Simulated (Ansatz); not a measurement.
# Te (diamond type): how the settings move a single-point run

Question: which choices in the input matter for Te (diamond type)?

Method: reference: DFT, PBEsol, all-electron LAPW, scalar-relativistic, in Ansatz 0.2.0.

### Step 1. The starting structure

Symmetry: Fd-3m, No. 227, cubic system. Conventional cell: a = 5.886 Å, b = 5.886 Å, c = 5.886 Å, α = 90.00°, β = 90.00°, γ = 90.00°. Te (site symmetry -43m) has 4 Te at 2.55 Å in its first shell of neighbours.

As a file:

```
Te
1.0
     0.00000    2.94289    2.94289
     2.94289    0.00000    2.94289
     2.94289    2.94289    0.00000
Te
2
Direct
  0.87500 0.87500 0.87500
  0.12500 0.12500 0.12500
```

### Step 2. Reference

input.yaml reads:

```yaml
crystal:
  lattice:
    - [0.0, 2.9428865435, 2.9428865435]
    - [2.9428865435, 0.0, 2.9428865435]
    - [2.9428865435, 2.9428865435, 0.0]
  atoms:
    - { symbol: Te, position: [-0.125, -0.125, -0.125] }
    - { symbol: Te, position: [0.125, 0.125, 0.125] }
kpoints:
  mp_grid: { grid: [10, 10, 10] }
scf:
  occupations: { method: fermi_dirac, width: 0.1 }
hamiltonian:
  xc: pbesol
  pseudopotentials: { kind: all_electron, lapw: { basis_error: 0.001 } }
output:
  forces: true
  stress: true
  eigenvalues: true
  populations: true
```

Launch:

```
$ ansatz run input.yaml --threads 1 --pin off --max-ram 2048MiB --backend cpu --events-out ev --progress --plain --runs-dir out
```

### Step 3. Changing settings: dispersion d4

Changes to input.yaml since step 2:

```diff
@@ -15,2 +15,3 @@
   pseudopotentials: { kind: all_electron, lapw: { basis_error: 0.001 } }
+  dispersion: d4
 output:
```

**Question.** What will these runs give? Wanted: for each run, ending; energy change; pressure; gap; force.

As calculated:

| run | ending | energy change | pressure (GPa) | gap (eV) | force (eV/Å) | cycles | time |
| --- | --- | --- | --- | --- | --- | --- | --- |
| reference | converged | 0 | 52.6 | 0.00 | 0.00 | 7 | 23 s |
| 1: dispersion d4 | converged | -361.0 meV/atom (offset of the dispersion model) | 50.6 | 0.00 | 0.00 | 7 | 23 s |

Residual by cycle in the longest SCF loop of each run; runs are numbered as in the table. The quantity is the density residual dr2, in eV.

| cycle | reference | run 1 |
| --- | --- | --- |
| 1 | 0.0385 | 0.0385 |
| 2 | 4.0e-4 | 4.0e-4 |
| 3 | 2.7e-5 | 2.7e-5 |
| 4 | 5.5e-6 | 5.5e-6 |
| 5 | 1.3e-6 | 1.3e-6 |
| 6 | 8.2e-8 | 8.2e-8 |
| 7 | 1.5e-9 | 1.5e-9 |

The energy moves by -361.0 meV/atom, nearly all of it the dispersion term itself (-361.0 meV/atom); that offset belongs to the model and is no gain or loss of stability; the pressure goes from 52.6 to 50.6 GPa. Semilocal functionals close small gaps, and spin-orbit coupling, left out here, moves these band edges, so the missing gap need not be the real solid's. The structure is not at rest: the sound run finds 53 GPa, so these are no properties of the relaxed crystal. 
